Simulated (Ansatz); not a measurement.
# GaO+ (singlet): from Hartree-Fock to the top rungs, cc-pVDZ

The task here is to estimate one member of a computed series from the others.

Program: Ansatz 0.2.0, Gaussian basis. Level of theory: cc-pVDZ, core rule «outside noble gas», up to 15 orbitals frozen. These are calculated values, not measurements.

To be run: UHF; CCSD(T) on RHF; CCSD(T) on UHF; BCCD(T) on RHF; CISD; CCSDT(Q) on RHF; CCSDT(Q) on UHF; CISDTQ; CCSDTQ on RHF; CCSDTQ on UHF; CASSCF and MRCISD+Q, 8 electrons in 8 orbitals; CASSCF and NEVPT2, 8 electrons in 8 orbitals; Full CI.

6 further runs of the same task are left out: 3 for a known fault of the program, 3 set aside as unsound or not needed.

### What is computed

The geometry is a PBE0/def2-TZVP stationary point (not a proven minimum). No spin-orbit coupling is included. The filled d shell of Ga may be among the frozen orbitals whatever the setting's name suggests; the logs give the count.

2 atoms, charge 1, spin multiplicity 1.

Atoms are counted from 1 here; the program's logs count them from 0.

Bond lengths: O1–Ga2 1.671 Å.

Set-up of the first run:

The input, in.yaml:

```yaml
crystal:
  periodic: [false, false, false]
  atoms:
    - {symbol: O, position_ang: [0.000000, 0.000000, 0.000000]}
    - {symbol: Ga, position_ang: [0.000000, 0.000000, 1.671000]}
basis:
  gaussian: {orbitals: cc-pVDZ}
total_charge: 1
magnetization: {spin_polarized: true, initial_magnetization: 0}
hamiltonian: {xc: hf}
output: {orbitals: {seedname: orbitals}}
```

On the command line:

```bash
ansatz run in.yaml --threads 1 --pin off --events-out ev --progress --plain --max-ram 2816MiB --backend cpu
```

Among the steps run: UHF; CCSD(T) on RHF; CCSD(T) on UHF; BCCD(T) on RHF; CISD; CCSDT(Q) on RHF; CCSDT(Q) on UHF; CISDTQ; CCSDTQ on RHF; CCSDTQ on UHF; CASSCF and MRCISD+Q, 8 electrons in 8 orbitals; CASSCF and NEVPT2, 8 electrons in 8 orbitals; Full CI.

One of the session's tables, all rows but one given; the rest of the session is left out.

| method | from FCI (kJ/mol) |
| --- | --- |
| RHF | +710.4 |
| UHF | +501.5 |
| RMP2 | +84.0 |
| RCCSD | +40.8 |
| RCCSD(T) | +6.2 |
| BCCD(T) | +7.2 |
| RCCSDT | +4.4 |
| RCCSDT(Q) | -3.2 |
| RCCSDTQ | +0.1 |
| CASSCF valence | +267.7 |
| NEVPT2 valence | +58.3 |
| MRCISD valence | ? |
| MRCISD+Q valence | +7.7 |
| FCI | 0 |

Estimate the missing values for MRCISD valence.

As computed: from FCI (kJ/mol): +15.4. In the column «from FCI (kJ/mol)» it lies between MRCISD+Q valence (+7.7) and RCCSD (+40.8).

To keep in mind: The determinant is far from a pure spin state, so its energy mixes those of several spin states (harmless only where they are near-degenerate, as at dissociation). RCCSDT(Q) falls below full CI, which methods that aren't variational can do.
